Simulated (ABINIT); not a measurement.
A run of ABINIT 10.8.3 (patched build):

run.abi

```
pp_dirpath "./"
pseudos "In.upf, P.upf"

acell 4.1500096988 4.1500096988 4.1500096988 Angstrom
rprim
     0.0000000000     0.7071067812     0.7071067812
     0.7071067812     0.0000000000     0.7071067812
     0.7071067812     0.7071067812     0.0000000000
ntypat 2
znucl 49 15
natom 2
typat 1 2
xred
     0.0000000000     0.0000000000     0.0000000000
     0.2500000000     0.2500000000     0.2500000000

ecut 952.398519 eV

kptopt 1
ngkpt 6 6 6
nshiftk 1
shiftk 0.0 0.0 0.0

ixc 11

nband 13
occopt 3
tsmear 0.05 eV

nstep 100
tolvrs 1.0e-10

iomode 3
prtwf 0
prtden 0
prteig 0
prtebands 0
enunit 1
prtvol 2
```

Potentials or basis: PseudoDojo NC SR PBE v0.4.1 standard.

Launch:

```sh
$ abinit run.abi > log 2>&1
```

Hardware: 1 thread of Intel(R) Xeon(R) Platinum 8488C (Sapphire Rapids), with other jobs on the host.

Task: How long does it take, and how much memory?

Result: Wall time 28 s on 1 thread of Intel(R) Xeon(R) Platinum 8488C (Sapphire Rapids) (shared host), peak memory 0.09 GiB. Counts: scf iterations 13, mpi ranks 1, k points 16, bands 13, plane waves 3393.
